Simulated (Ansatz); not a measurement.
What does this script print? It uses Ansatz's Python interface.

`run_disp.py`:
```python
'''Size of D3 and D4 in C2H8SeSi.'''

import ansatz as az
from ase import Atoms


def main() -> None:
    atoms = Atoms(['C', 'Se', 'C', 'Si', 'H', 'H', 'H', 'H', 'H', 'H', 'H', 'H'], positions=[
        (-0.3152, 2.2429, 0.3857),
        (0.6817, 0.7576, 0.9711),
        (-0.2048, -0.4239, -0.3263),
        (0.6094, -2.1323, -0.1375),
        (-0.0752, 3.1742, 0.9478),
        (-1.4444, 2.0997, 0.5211),
        (-0.1387, 2.4856, -0.6963),
        (0.0525, -0.044, -1.3505),
        (-1.2605, -0.4435, -0.0792),
        (-0.109, -3.0385, -1.0796),
        (0.279, -2.6349, 1.2507),
        (2.0021, -2.098, -0.373),
    ])
    mol = az.Crystal.molecule_from_ase(atoms)

    calculation = mol.calculation().basis(gaussian='def2-SVP')
    for name in ['revpbe', 'pbe']:
        for correction in ('d3bj', 'd4'):
            data = calculation.functional(name, dispersion=correction).run(threads=1, pin='off').report
            print(f'{name:8s} {correction:5s} total {data["free_energy_ev"]:.5f} eV, of which dispersion {1000 * data["dispersion"]["energy"]["ev"]:.2f} meV')


if __name__ == '__main__':
    main()
```

Running `python run_disp.py` prints:
```text
revpbe   d3bj  total -75412.12244 eV, of which dispersion -686.26 meV
revpbe   d4    total -75412.22923 eV, of which dispersion -793.05 meV
pbe      d3bj  total -75402.19005 eV, of which dispersion -278.31 meV
pbe      d4    total -75402.17886 eV, of which dispersion -267.12 meV
```

Reading the output:
- Total energies depend on the basis set; only differences at equal settings carry meaning.
- The geometry is a force-field or estimated start, not a minimum of this method, and the basis set is short of its limit. D4 holds the three-body term, and d3bj doesn't.
- Hardware and time: 11 s on 1 thread of Intel(R) Xeon(R) Platinum 8375C CPU @ 2.90GHz (Ice Lake), with other jobs on the host, peak memory 0.25 GiB.
